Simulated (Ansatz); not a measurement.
# HfH3: the cost of one run

Program: Ansatz 0.2.0 through its Python package. Level of theory: DFT LDA, plane waves, PAW. These are calculated values, not measurements.

## Step 1: Starting point

HfH3 Pm-3m: Symmetry: Pm-3m, No. 221, cubic system. Conventional cell: a = 3.085 Å, b = 3.085 Å, c = 3.085 Å, α = 90.00°, β = 90.00°, γ = 90.00°. Hf (site symmetry m-3m) has 12 H at 2.18 Å as nearest neighbours. H (site symmetry 4/mmm) is surrounded by 4 Hf at 2.18 Å and 8 H at 2.18 Å.

Hf P6_3/mmc: Symmetry: P6_3/mmc, No. 194, hexagonal system. Conventional cell: a = 3.197 Å, b = 3.197 Å, c = 5.058 Å, α = 90.00°, β = 90.00°, γ = 120.00°. Around Hf (site symmetry -6m2) lie 12 Hf at 3.13 to 3.20 Å.

H in a box: It takes space group Pmmm (No. 47, orthorhombic). Conventional cell: a = 9.000 Å, b = 9.500 Å, c = 10.000 Å, α = 90.00°, β = 90.00°, γ = 90.00°. Around H (site symmetry mm2) lie 1 H at 0.75 Å.

No structure file is read: the coordinates are typed or built in the script.

## Step 2: The script

formation_hfh3.py

```python
# -*- coding: utf-8 -*-
'''Is HfH3 bound against its elements, after relaxing cells and atoms.'''

from collections import Counter
import logging
import sys

import ansatz as az
from ase import Atoms
import numpy as np

logging.basicConfig(stream=sys.stdout, format='%(levelname)s %(message)s')
logger = logging.getLogger('ansatz_job')
logger.setLevel(logging.INFO)

GASES = {'H2'}


def run_phase(name, crystal):
    calc = (
        crystal.calculation()
        .functional('LDA')
        .basis(380, xc_grid=2)
        .mixing('broyden', preconditioner='kerker')
        .scf(tolerance=1e-07)
        .kpoints(spacing=0.39)
        .occupations('fermi_dirac', width=0.02)
        .stress()
    )
    if name in GASES:
        return calc.kpoints(1, 1, 1).relax(force_tolerance=0.01, max_steps=40).run()
    calc = calc.relax(force_tolerance=0.01, max_steps=40, cell=True)
    return calc.run()


def counts(outcome):
    return Counter(site.symbol for site in outcome.lattice.sites)

def formation_energy(outcome, mu):
    n = counts(outcome)
    return (outcome.report['energy_sigma0_ev'] - sum(k * mu[element] for element, k in n.items())) / sum(n.values())


def volume_per_atom(outcome):
    return abs(np.linalg.det(outcome.lattice.cell_ang)) / len(outcome.lattice.sites)

phases = {}
hfh3 = (
    az.Lattice.of([3.08455, 0.0, 0.0], [0.0, 3.08455, 0.0], [0.0, 0.0, 3.08455])
    .atom('Hf', [0.0, 0.0, 0.0])
    .atom('H', [0.0, 0.5, 0.5])
    .atom('H', [0.5, 0.0, 0.5])
    .atom('H', [0.5, 0.5, 0.0])
)
phases['HfH3'] = hfh3
hf = (
    az.Lattice.from_parameters(3.1967, 3.1967, 5.0578, alpha=90, beta=90, gamma=120)
    .space_group(194)
    .atom('Hf', [1 / 3, 2 / 3, 0.25])
)
phases['Hf'] = hf
atoms = Atoms(
    ['H', 'H'],
    scaled_positions=[
        [0.5, 0.5, 0.4625],
        [0.5, 0.5, 0.5375],
    ],
    cell=[
        [9.0, 0.0, 0.0],
        [0.0, 9.5, 0.0],
        [0.0, 0.0, 10.0],
    ],
    pbc=True,
)
h2 = az.Crystal.from_ase(atoms)
phases['H2'] = h2

done = {}
for name, crystal in phases.items():
    done[name] = run_phase(name, crystal)
    logger.info(f'{name}: {done[name].report["energy_sigma0_ev"]:.4f} eV, {len(done[name].lattice.sites)} atoms')

# energy of one atom in its reference phase
references = {'Hf': 'Hf', 'H': 'H2'}
mu = {element: done[name].report['energy_sigma0_ev'] / len(done[name].lattice.sites) for element, name in references.items()}

target = done['HfH3']
heat = formation_energy(target, mu)
rows = [(name, len(o.lattice.sites), volume_per_atom(o), formation_energy(o, mu)) for name, o in done.items()]
logger.info('     phase       atoms  V (A^3/atom)  E_form (eV/atom)')
for row in rows:
    logger.info(f'{str(row[0]):>10}  {row[1]:10d}  {row[2]:12.3f}  {row[3]:16.4f}')
# no correction for the overbinding of the gas molecule is applied
```

## Step 3: What the engine is handed

The engine receives this input (first run):

```yaml
crystal:
  lattice:
    - [3.08455, 0.0, 0.0]
    - [0.0, 3.08455, 0.0]
    - [0.0, 0.0, 3.08455]
  atoms:
    - { symbol: Hf, position: [0.0, 0.0, 0.0] }
    - { symbol: H, position: [0.0, 0.5, 0.5] }
    - { symbol: H, position: [0.5, 0.0, 0.5] }
    - { symbol: H, position: [0.5, 0.5, 0.0] }
basis:
  ecutwfc: 380.0
  xc_grid: 2
kpoints:
  mp_grid:
    kspacing: 0.39
hamiltonian:
  xc: lda
scf:
  convergence:
    dr2_threshold: 1.0e-07
  mixing:
    algorithm: broyden
    preconditioner: kerker
  occupations:
    method: fermi_dirac
    width: 0.02
relax:
  f_tol: 0.01
  max_steps: 40
  cell: {}
output:
  stress: true
```

## Step 4: Running it

Launch:

```
python formation_hfh3.py
```

What time and memory should one allow on 1 thread of Arm Neoverse V1, shared host?

About 14 s, with a peak of 0.48 GiB.
